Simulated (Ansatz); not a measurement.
# CH4ClGa (built from SMILES [CH3][GaH][Cl]): search for a transition state

Aim: find the saddle point of a 1,1-elimination that is to form Cl2–H3 and break Ga1–Cl2, Ga1–H3, prove it by its vibrations, and relax downhill on both sides to see what it joins.

Program: Ansatz 0.2.0, Gaussian basis. Level of theory: PBE0-D4, def2-SVP first, then def2-TZVP. These are calculated values, not measurements.

91 further runs of the same task are left out: 1 that didn't finish, 90 set aside as unsound or not needed.

## 1. The system as given

The guess: 7 atoms, charge 0, spin multiplicity 1.

Atoms are counted from 1 here; the program's logs count them from 0.

Bond lengths: Ga1–Cl2 2.621 Å, Ga1–C4 2.117 Å, C4–H5 1.094 Å, C4–H6 1.092 Å, C4–H7 1.092 Å. Angles: Cl2–Ga1–C4 98.8°, Ga1–C4–H5 109.7°, Ga1–C4–H6 110.2°, Ga1–C4–H7 109.6°, H5–C4–H6 109.3°, H5–C4–H7 109.3°, H6–C4–H7 108.9°.

As a file:

```csv
atom,x (Å),y (Å),z (Å)
Ga1,-0.9431,-0.7552,-0.1750
Cl2,1.0565,-1.5911,-1.6494
H3,-0.5869,-2.1946,-1.5396
C4,-0.0054,0.9169,0.7221
H5,-0.7114,1.4215,1.3883
H6,0.3299,1.6176,-0.0457
H7,0.8604,0.5850,1.2994
```

Distances that are to change: Cl2–H3 1.75 Å, Ga1–Cl2 2.62 Å, Ga1–H3 2.02 Å.

## 2. Relaxing the guess with the reacting distances held

File hold/in.yaml:

```yaml
crystal:
  periodic: [false, false, false]
  atoms:
    - {symbol: Ga, position_ang: [-0.943100, -0.755200, -0.175000]}
    - {symbol: Cl, position_ang: [1.056500, -1.591100, -1.649400]}
    - {symbol: H, position_ang: [-0.586900, -2.194600, -1.539600]}
    - {symbol: C, position_ang: [-0.005400, 0.916900, 0.722100]}
    - {symbol: H, position_ang: [-0.711400, 1.421500, 1.388300]}
    - {symbol: H, position_ang: [0.329900, 1.617600, -0.045700]}
    - {symbol: H, position_ang: [0.860400, 0.585000, 1.299400]}
basis:
  gaussian: {orbitals: def2-SVP}
hamiltonian: {xc: pbe0, dispersion: d4}
relax: {f_tol: 0.08, max_steps: 120, escape_saddle: false, constraints: [{distance: [1, 2]}, {distance: [0, 1]}, {distance: [0, 2]}]}
```

Command:

```bash
$ ansatz run in.yaml --threads 2 --pin off --events-out ev --progress --plain --max-ram 4352MiB
```

Standard output (excerpt; [...] marks lines left out):

```text
Functional definition: PBE0
  name "PBE0"
  cite "Adamo & Barone, J. Chem. Phys. 110, 6158 (1999) doi:10.1063/1.478522"
  cite "Perdew, Burke & Ernzerhof, Phys. Rev. Lett. 77, 3865 (1996) doi:10.1103/PhysRevLett.77.3865"
  parent pbe
[...]
885 factors; integrals over basis functions are off by at most 3.2e-4 eV
[...]
mean field -65977.78978120 eV, -2424.6390531071 hartree, gradient 5.6e-5 eV, S^2 0.000000; 0 other end points of the search recorded, 0 dependent functions left out
[...]
reference -65977.78980680 eV, -2424.6390540479 hartree; 29, 29 occupied and 55, 55 virtual orbitals, 885 factors
relax step   1: F+E_penalty+E_count = -65977.89418767 eV  Δ(F+E_penalty+E_count) = +0.000e0 eV  max|allowed force component| = 9.486e-1 eV/Å  Δτ_max = 0.0000 Å  (27 SCF iters, accepted)
[...]
relax step   2: F+E_penalty+E_count = -65977.98613562 eV  Δ(F+E_penalty+E_count) = -9.195e-2 eV  max|allowed force component| = 4.027e-1 eV/Å  Δτ_max = 0.0815 Å  (30 SCF iters, accepted)
[...]
relax step   3: F+E_penalty+E_count = -65977.99515187 eV  Δ(F+E_penalty+E_count) = -9.016e-3 eV  max|allowed force component| = 3.640e-2 eV/Å  Δτ_max = 0.0301 Å  (30 SCF iters, accepted)
  distance Cl 1 - H 2 held at 1.754147 Å   reaction = +1.1372e0 eV/Å
  distance Ga 0 - Cl 1 held at 2.621256 Å   reaction = -2.0081e-1 eV/Å
  distance Ga 0 - H 2 held at 2.015164 Å   reaction = +1.5643e0 eV/Å
885 factors; integrals over basis functions are off by at most 4.0e-4 eV
[...]
mean field -65977.88925678 eV, -2424.6427087672 hartree, gradient 8.8e-6 eV, S^2 0.000000; 1 other end points of the search recorded, 0 dependent functions left out
[...]
reference -65977.88928221 eV, -2424.6427097014 hartree; 29, 29 occupied and 55, 55 virtual orbitals, 885 factors
Total energy: -65977.99517730 eV, -2424.6466012743 hartree
Atom 0 at    -0.911123    -0.668121    -0.159968 Å, force     0.101531    -1.104260    -0.919834 eV/Å
Atom 1 at     1.067003    -1.550341    -1.636347 Å, force    -0.911872    -0.464810    -0.015282 eV/Å
Atom 2 at    -0.571756    -2.155343    -1.476739 Å, force     0.801655     1.530707     0.909709 eV/Å
Atom 3 at    -0.032041     0.883546     0.708929 Å, force    -0.012869    -0.024427    -0.028266 eV/Å
Atom 4 at    -0.711993     1.414223     1.390290 Å, force     0.022759     0.027852     0.011515 eV/Å
Atom 5 at     0.313497     1.562571    -0.087647 Å, force     0.001800     0.010081     0.036401 eV/Å
Atom 6 at     0.846414     0.513564     1.261582 Å, force    -0.003004     0.024858     0.005757 eV/Å
Dipole moment:    -0.283199     0.272677     0.326394 e Å
```

It took 5 s on 2 threads, shared host.

Step by step:

```csv
step,energy from step 1 (eV),largest force component (eV/Å)
1,0.0000,0.9486
2,-0.0919,0.4027
3,-0.1010,0.0364
```

Close pairs (by a distance rule), those that changed most:

```csv
bond,before (Å),after (Å),change (Å)
Ga1–C4,2.117,1.984,-0.133
C4–H6,1.092,1.102,+0.010
C4–H7,1.092,1.102,+0.010
C4–H5,1.094,1.099,+0.005
Ga1–Cl2,2.621,2.621,-0.000
```

## 3. Force constants to start from

File hessian/in.yaml:

```yaml
crystal:
  periodic: [false, false, false]
  atoms:
    - {symbol: Ga, position_ang: [-0.911123, -0.668121, -0.159968]}
    - {symbol: Cl, position_ang: [1.067003, -1.550341, -1.636347]}
    - {symbol: H, position_ang: [-0.571756, -2.155343, -1.476739]}
    - {symbol: C, position_ang: [-0.032041, 0.883546, 0.708929]}
    - {symbol: H, position_ang: [-0.711993, 1.414223, 1.390290]}
    - {symbol: H, position_ang: [0.313497, 1.562571, -0.087647]}
    - {symbol: H, position_ang: [0.846414, 0.513564, 1.261582]}
basis:
  gaussian: {orbitals: def2-SVP}
hamiltonian: {xc: pbe0, dispersion: d4}
phonons: {}
scf: {lower_state_search: off}
```

Command:

```bash
$ ansatz run in.yaml --threads 2 --pin off --events-out ev --progress --plain --max-ram 4352MiB
```

Standard output (excerpt; [...] marks lines left out):

```text
[... 5 set-up lines as earlier in the session ...]
[...]
889 factors; integrals over basis functions are off by at most 3.2e-4 eV
[...]
mean field -65977.88926421 eV, -2424.6427090400 hartree, gradient 8.6e-6 eV, S^2 0.000000; 0 other end points of the search recorded, 0 dependent functions left out
[...]
reference -65977.88928965 eV, -2424.6427099749 hartree; 29, 29 occupied and 55, 55 virtual orbitals, 889 factors
[... from here to the last solve, the lines of the solves are left out (41 solves) ...]
889 factors; integrals over basis functions are off by at most 3.2e-4 eV
mean field -65977.88921027 eV, -2424.6427070578 hartree, gradient 2.6e-6 eV, S^2 0.000000; 0 other end points of the search recorded, 0 dependent functions left out
[...]
WARN: phonons: modes at or below zero, which the zero-point energy, F, S and C_V leave out: 1, the lowest at -1087.33 cm⁻¹. A minimum has none, and a first-order saddle one
[...]
Total energy: -65977.99518474 eV, -2424.6466015479 hartree
Atom 0 at    -0.911123    -0.668121    -0.159968 Å, force     0.101585    -1.104177    -0.919791 eV/Å
Atom 1 at     1.067003    -1.550341    -1.636347 Å, force    -0.911891    -0.464826    -0.015289 eV/Å
Atom 2 at    -0.571756    -2.155343    -1.476739 Å, force     0.801663     1.530712     0.909711 eV/Å
Atom 3 at    -0.032041     0.883546     0.708929 Å, force    -0.012923    -0.024513    -0.028359 eV/Å
Atom 4 at    -0.711993     1.414223     1.390290 Å, force     0.022748     0.027846     0.011521 eV/Å
Atom 5 at     0.313497     1.562571    -0.087647 Å, force     0.001798     0.010092     0.036416 eV/Å
Atom 6 at     0.846414     0.513564     1.261582 Å, force    -0.002980     0.024865     0.005791 eV/Å
Dipole moment:    -0.283200     0.272678     0.326395 e Å
Vibrations: -1087.33 92.55 121.10 236.74 541.15 597.78 688.70 713.71 927.28 1172.79 1405.64 1409.57 3048.31 3164.79 3187.01 cm⁻¹, zero-point energy 1.072904 eV
Checks for a lower state left out: stability, starts, cluster_reference, orbital_swaps, neighbouring_geometries, increment
```

Wall time 40 s (2 threads, shared host).

The structure is not stationary yet, so these wavenumbers are no spectrum; the search needs only the force constants.

## 4. Saddle search in the small basis

The search itself is an outer loop (partitioned rational-function steps, Bofill update of the Hessian). Each step is one single-point run with forces. It stops when the largest force is under 0.03 eV/Å and the followed curvature is negative. The first step's input:

File presaddle/in.yaml:

```yaml
crystal:
  periodic: [false, false, false]
  atoms:
    - {symbol: Ga, position_ang: [-0.911123, -0.668121, -0.159968]}
    - {symbol: Cl, position_ang: [1.067003, -1.550341, -1.636347]}
    - {symbol: H, position_ang: [-0.571756, -2.155343, -1.476739]}
    - {symbol: C, position_ang: [-0.032041, 0.883546, 0.708929]}
    - {symbol: H, position_ang: [-0.711993, 1.414223, 1.390290]}
    - {symbol: H, position_ang: [0.313497, 1.562571, -0.087647]}
    - {symbol: H, position_ang: [0.846414, 0.513564, 1.261582]}
basis:
  gaussian: {orbitals: def2-SVP}
hamiltonian: {xc: pbe0, dispersion: d4}
output: {forces: true}
scf: {lower_state_search: off}
```

Command:

```bash
$ ansatz run in.yaml --threads 2 --pin off --events-out ev --progress --plain --max-ram 4352MiB
```

Step by step:

```csv
step,energy (eV),largest force (eV/Å),followed curvature (eV/Å²)
1,-65977.99517,1.5307,-10.49
2,-65978.29694,0.9124,-10.47
3,-65978.36590,0.7167,-10.07
4,-65978.40204,0.1133,-10.37
5,-65978.40543,0.0504,-10.40
6,-65978.40573,0.0370,-10.16
7,-65978.40578,0.0156,-9.04
```

The 7 steps took 7.3 s in all (2 threads, shared host).

## 5. Saddle search in triple zeta

A small driver takes partitioned rational-function steps: uphill along one mode, downhill along the rest. It calls the program once a step for energy and forces and updates the Hessian by Bofill's formula. It stops when the largest force is under 0.008 eV/Å and the followed curvature is negative. The first step's input:

File saddle/in.yaml:

```yaml
crystal:
  periodic: [false, false, false]
  atoms:
    - {symbol: Ga, position_ang: [-0.846950, -0.698942, -0.217439]}
    - {symbol: Cl, position_ang: [1.039357, -1.686497, -1.730095]}
    - {symbol: H, position_ang: [-0.531868, -1.930707, -1.308487]}
    - {symbol: C, position_ang: [-0.042377, 0.858473, 0.690811]}
    - {symbol: H, position_ang: [-0.754694, 1.355374, 1.365466]}
    - {symbol: H, position_ang: [0.302332, 1.578275, -0.068823]}
    - {symbol: H, position_ang: [0.834199, 0.524124, 1.268668]}
basis:
  gaussian: {orbitals: def2-TZVP}
hamiltonian: {xc: pbe0, dispersion: d4}
output: {forces: true}
scf: {lower_state_search: off}
```

Command:

```bash
$ ansatz run in.yaml --threads 2 --pin off --events-out ev --progress --plain --max-ram 4352MiB
```

Step by step:

```csv
step,energy (eV),largest force (eV/Å),followed curvature (eV/Å²)
1,-65990.67467,0.2313,-9.04
2,-65990.67842,0.0368,-7.63
3,-65990.67808,0.0268,-7.61
4,-65990.67844,0.0059,-7.61
```

The 4 steps took 7.1 s in all (2 threads, shared host).

Geometry at the end of the search:

```mol
CH4ClGa
  3D, bonds by distance, orders not assigned

  7  6  0  0  0  0  0  0  0  0999 V2000
   -0.8484   -0.6908   -0.2128 Ga  0  0
    1.0409   -1.7125   -1.7472 Cl  0  0
   -0.5210   -1.9208   -1.3060 H   0  0
   -0.0429    0.8635    0.6946 C   0  0
   -0.7517    1.3521    1.3645 H   0  0
    0.2961    1.5785   -0.0594 H   0  0
    0.8270    0.5300    1.2666 H   0  0
  1  2  8  0
  1  3  8  0
  1  4  8  0
  4  5  8  0
  4  6  8  0
  4  7  8  0
M  END
```

Followed mode, largest move set to 1: H3 (0.95, 0.07, -0.31); Ga1 (-0.64, 0.17, 0.40); Cl2 (-0.43, -0.33, -0.10); H6 (0.03, 0.04, -0.01).

## 6. Vibrations at the point found

File vib/in.yaml:

```yaml
crystal:
  periodic: [false, false, false]
  atoms:
    - {symbol: Ga, position_ang: [-0.848415, -0.690751, -0.212844]}
    - {symbol: Cl, position_ang: [1.040874, -1.712488, -1.747230]}
    - {symbol: H, position_ang: [-0.520964, -1.920787, -1.306036]}
    - {symbol: C, position_ang: [-0.042861, 0.863477, 0.694583]}
    - {symbol: H, position_ang: [-0.751736, 1.352126, 1.364467]}
    - {symbol: H, position_ang: [0.296113, 1.578493, -0.059402]}
    - {symbol: H, position_ang: [0.826991, 0.530030, 1.266561]}
basis:
  gaussian: {orbitals: def2-TZVP}
hamiltonian: {xc: pbe0, dispersion: d4}
phonons: {temperatures: {t_min: 298.15, t_max: 900, t_step: 200}}
```

Command:

```bash
$ ansatz run in.yaml --threads 2 --pin off --events-out ev --progress --plain --max-ram 4352MiB
```

Standard output (excerpt; [...] marks lines left out):

```text
[... 5 set-up lines as earlier in the session ...]
[...]
1037 factors; their error is unknown
[...]
mean field -65990.57525703 eV, -2425.1089106775 hartree, gradient 4.7e-5 eV, S^2 0.000000; 0 other end points of the search recorded, 0 dependent functions left out
[...]
reference -65990.57528460 eV, -2425.1089116906 hartree; 29, 29 occupied and 111, 111 virtual orbitals, 1037 factors
[... from here to the last solve, the lines of the solves are left out (41 solves) ...]
1037 factors; their error is unknown
mean field -65990.57522105 eV, -2425.1089093550 hartree, gradient 1.5e-6 eV, S^2 0.000000; 0 other end points of the search recorded, 0 dependent functions left out
[...]
reference -65990.57524861 eV, -2425.1089103680 hartree; 29, 29 occupied and 111, 111 virtual orbitals, 1037 factors
WARN: phonons: modes at or below zero, which the zero-point energy, F, S and C_V leave out: 1, the lowest at -847.52 cm⁻¹. A minimum has none, and a first-order saddle one
Total energy: -65990.67844054 eV, -2425.1127026015 hartree
Atom 0 at    -0.848415    -0.690751    -0.212844 Å, force    -0.001483    -0.003513    -0.002048 eV/Å
Atom 1 at     1.040874    -1.712488    -1.747230 Å, force     0.002730     0.000958    -0.000718 eV/Å
Atom 2 at    -0.520964    -1.920787    -1.306036 Å, force    -0.003235    -0.002379    -0.000082 eV/Å
Atom 3 at    -0.042861     0.863477     0.694583 Å, force     0.005883    -0.000558     0.004169 eV/Å
Atom 4 at    -0.751736     1.352126     1.364467 Å, force    -0.000799     0.001866     0.001461 eV/Å
Atom 5 at     0.296113     1.578493    -0.059402 Å, force     0.000806     0.002015    -0.000611 eV/Å
Atom 6 at     0.826991     0.530030     1.266561 Å, force    -0.003901     0.001612    -0.002171 eV/Å
Dipole moment:    -0.399415     0.368367     0.443939 e Å
Vibrations: -847.52 61.73 96.46 281.09 457.67 562.13 660.69 700.32 1197.53 1429.10 1432.89 1515.27 3046.79 3138.17 3154.54 cm⁻¹, zero-point energy 1.099392 eV
```

Run time: 60 s. Hardware: 2 threads, shared host.

The modes, with what each moves most:

```csv
mode,wavenumber (cm⁻¹),character
1,848i,"changes Cl2–H3, Ga1–H3"
2,62,torsion
3,96,bend
4,281,Ga–Cl stretch
5,458,torsion
6,562,Ga–C stretch
7,661,bend with torsion
8,700,bend
9,1198,bend
10,1429,bend
11,1433,bend
12,1515,Ga–H stretch
13,3047,C–H stretch
14,3138,C–H stretch
15,3155,C–H stretch
```

Vibrational sums (real modes only):

```csv
T (K),entropy (J/mol/K),heat capacity (J/mol/K)
298,48.1,43.1
498,74.6,60.8
698,97.3,73.2
898,116.8,82.2
```

## 7. Relaxing after a step of 0.30 Å one way along the mode

File downa/in.yaml:

```yaml
crystal:
  periodic: [false, false, false]
  atoms:
    - {symbol: Ga, position_ang: [-1.041611, -0.639078, -0.092923]}
    - {symbol: Cl, position_ang: [0.911076, -1.810781, -1.777034]}
    - {symbol: H, position_ang: [-0.236814, -1.899648, -1.399907]}
    - {symbol: C, position_ang: [-0.027728, 0.868261, 0.692447]}
    - {symbol: H, position_ang: [-0.748641, 1.354817, 1.363431]}
    - {symbol: H, position_ang: [0.306457, 1.590815, -0.061636]}
    - {symbol: H, position_ang: [0.837262, 0.535715, 1.275723]}
basis:
  gaussian: {orbitals: def2-TZVP}
hamiltonian: {xc: pbe0, dispersion: d4}
relax: {f_tol: 0.005, max_steps: 200}
```

Command:

```bash
$ ansatz run in.yaml --threads 2 --pin off --events-out ev --progress --plain --max-ram 4352MiB
```

Standard output (excerpt; [...] marks lines left out):

```text
[... 5 set-up lines as earlier in the session ...]
[...]
1037 factors; their error is unknown
[...]
mean field -65990.50544094 eV, -2425.1063449834 hartree, gradient 5.9e-5 eV, S^2 0.000000; 0 other end points of the search recorded, 0 dependent functions left out
[...]
reference -65990.50546831 eV, -2425.1063459894 hartree; 29, 29 occupied and 111, 111 virtual orbitals, 1037 factors
relax step   1: F+E_penalty+E_count = -65990.60773485 eV  Δ(F+E_penalty+E_count) = +0.000e0 eV  max|allowed force component| = 4.113e0 eV/Å  Δτ_max = 0.0000 Å  (26 SCF iters, accepted)
[...]
reference -65991.00493074 eV, -2425.1247008949 hartree; 29, 29 occupied and 111, 111 virtual orbitals, 1037 factors
Total energy: -65991.09991122 eV, -2425.1281913631 hartree
Atom 0 at     0.028335    -0.333781    -0.274737 Å, force     0.000255    -0.000281    -0.000245 eV/Å
Atom 1 at     0.288161    -3.223950    -2.660668 Å, force    -0.000127     0.001765     0.001542 eV/Å
Atom 2 at     0.197076    -2.214191    -1.826635 Å, force    -0.000012    -0.001923    -0.001691 eV/Å
Atom 3 at    -0.108373     1.215471     1.002904 Å, force     0.000072     0.000865     0.000680 eV/Å
Atom 4 at    -1.115709     1.288520     1.427699 Å, force    -0.000495    -0.000325     0.000002 eV/Å
Atom 5 at     0.112232     2.162838     0.498567 Å, force     0.000074     0.000236    -0.000536 eV/Å
Atom 6 at     0.598280     1.105195     1.832972 Å, force     0.000232    -0.000337     0.000247 eV/Å
Dipole moment:    -0.048508     0.540334     0.446035 e Å
```

Run time: 40 s. Hardware: 2 threads, shared host.

The steps of the relaxation: (the energy doesn't fall at every step)

```csv
step,energy from step 1 (eV),largest force component (eV/Å)
1,0.0000,4.1128
2,-0.3520,1.1029
3,-0.3892,0.1538
4,-0.3739,0.8662
5,-0.3926,0.1072
6,-0.3970,0.1955
7,-0.4030,0.2996
8,-0.4116,0.4066
9,-0.4219,0.4485
10,-0.4447,0.0885
11,-0.4523,0.3050
12,-0.4710,0.0299
13,-0.4823,0.0320
14,-0.4718,0.6148
15,-0.4861,0.0223
16,-0.4868,0.2102
17,-0.4911,0.0084
18,-0.4918,0.0042
19,-0.4920,0.0518
20,-0.4921,0.0185
21,-0.4921,0.0027
22,-0.4921,0.0019
```

Distances of close pairs at the start and the end, largest changes first:

```csv
bond,before (Å),after (Å),change (Å)
Ga1–H3,1.986,2.444,+0.458
Cl2–H3,1.212,1.313,+0.101
Ga1–C4,1.979,2.013,+0.034
C4–H5,1.098,1.096,-0.003
C4–H6,1.097,1.096,-0.001
C4–H7,1.095,1.096,+0.001
```

## 8. Relaxing after a step of 0.30 Å the other way along the mode

File downb/in.yaml:

```yaml
crystal:
  periodic: [false, false, false]
  atoms:
    - {symbol: Ga, position_ang: [-0.655219, -0.742424, -0.332764]}
    - {symbol: Cl, position_ang: [1.170671, -1.614195, -1.717425]}
    - {symbol: H, position_ang: [-0.805115, -1.941926, -1.212165]}
    - {symbol: C, position_ang: [-0.057993, 0.858694, 0.696720]}
    - {symbol: H, position_ang: [-0.754832, 1.349435, 1.365504]}
    - {symbol: H, position_ang: [0.285769, 1.566170, -0.057169]}
    - {symbol: H, position_ang: [0.816720, 0.524346, 1.257399]}
basis:
  gaussian: {orbitals: def2-TZVP}
hamiltonian: {xc: pbe0, dispersion: d4}
relax: {f_tol: 0.005, max_steps: 200}
```

Command:

```bash
$ ansatz run in.yaml --threads 2 --pin off --events-out ev --progress --plain --max-ram 4352MiB
```

Standard output (excerpt; [...] marks lines left out):

```text
[... 5 set-up lines as earlier in the session ...]
[...]
1037 factors; their error is unknown
[...]
mean field -65991.10107324 eV, -2425.1282340667 hartree, gradient 4.3e-5 eV, S^2 0.000000; 0 other end points of the search recorded, 0 dependent functions left out
[...]
reference -65991.10110109 eV, -2425.1282350900 hartree; 29, 29 occupied and 111, 111 virtual orbitals, 1037 factors
relax step   1: F+E_penalty+E_count = -65991.20568576 eV  Δ(F+E_penalty+E_count) = +0.000e0 eV  max|allowed force component| = 1.728e0 eV/Å  Δτ_max = 0.0000 Å  (27 SCF iters, accepted)
[...]
reference -65992.87082227 eV, -2425.1932711441 hartree; 29, 29 occupied and 111, 111 virtual orbitals, 1037 factors
Total energy: -65992.97818989 eV, -2425.1972168313 hartree
Atom 0 at    -0.235898    -0.813663    -0.546503 Å, force    -0.001903     0.001185    -0.001721 eV/Å
Atom 1 at     1.516026    -1.387468    -1.674298 Å, force    -0.000193    -0.001133    -0.000242 eV/Å
Atom 2 at    -1.471681    -1.733119    -0.791920 Å, force     0.002185     0.000445     0.000580 eV/Å
Atom 3 at    -0.000841     0.753744     0.592200 Å, force    -0.000541    -0.000345     0.001910 eV/Å
Atom 4 at    -0.906052     0.998507     1.148242 Å, force     0.000282    -0.000522    -0.000188 eV/Å
Atom 5 at     0.283820     1.610006    -0.023468 Å, force     0.000150    -0.000060    -0.001094 eV/Å
Atom 6 at     0.814626     0.572093     1.295848 Å, force     0.000019     0.000431     0.000755 eV/Å
Dipole moment:    -0.333752     0.248172     0.323994 e Å
```

It took 23 s on 2 threads, shared host.

Along the way:

```csv
step,energy from step 1 (eV),largest force component (eV/Å)
1,0.0000,1.7282
2,-0.6367,1.7310
3,-1.2031,1.1175
4,-1.5600,0.6816
5,-1.7201,0.6776
6,-1.7460,0.3455
7,-1.7706,0.1700
8,-1.7724,0.0109
9,-1.7721,0.0296
10,-1.7725,0.0022
```

Close pairs (by a distance rule), those that changed most:

```csv
bond,before (Å),after (Å),change (Å)
Ga1–Cl2,2.452,2.161,-0.291
Ga1–H3,1.495,1.560,+0.065
Ga1–C4,1.995,1.952,-0.043
C4–H5,1.083,1.090,+0.007
C4–H6,1.090,1.092,+0.003
C4–H7,1.091,1.092,+0.001
```

## 9. The three structures

```csv
pair,start side (Å),saddle (Å),end side (Å)
Cl2–H3,3.134,1.636,1.313
Ga1–Cl2,2.161,2.640,3.757
Ga1–H3,1.560,1.678,2.444
```

## 10. What came out

| quantity | value |
| --- | --- |
| imaginary mode | 848i cm⁻¹ |
| barrier from the start side | 53.0 kcal/mol |
| barrier from the end side | 9.7 kcal/mol |
| energy of the step | +43.3 kcal/mol |
| pairs that change | Cl2–H3 formed, Ga1–Cl2 broken, Ga1–H3 broken |
| zero-point energy at the saddle | 1.099 eV |

**Reading.** The point has a single imaginary mode (848i cm⁻¹), as a transition state must. Going downhill both ways gives the intended start and end. At PBE0-D4/def2-TZVP the electronic barrier is 53.0 kcal/mol, about 90 kT at 298 K, and the step runs 43.3 kcal/mol uphill. A step off the saddle overshot and began above it in energy, so the link to its end is likely but not proven.
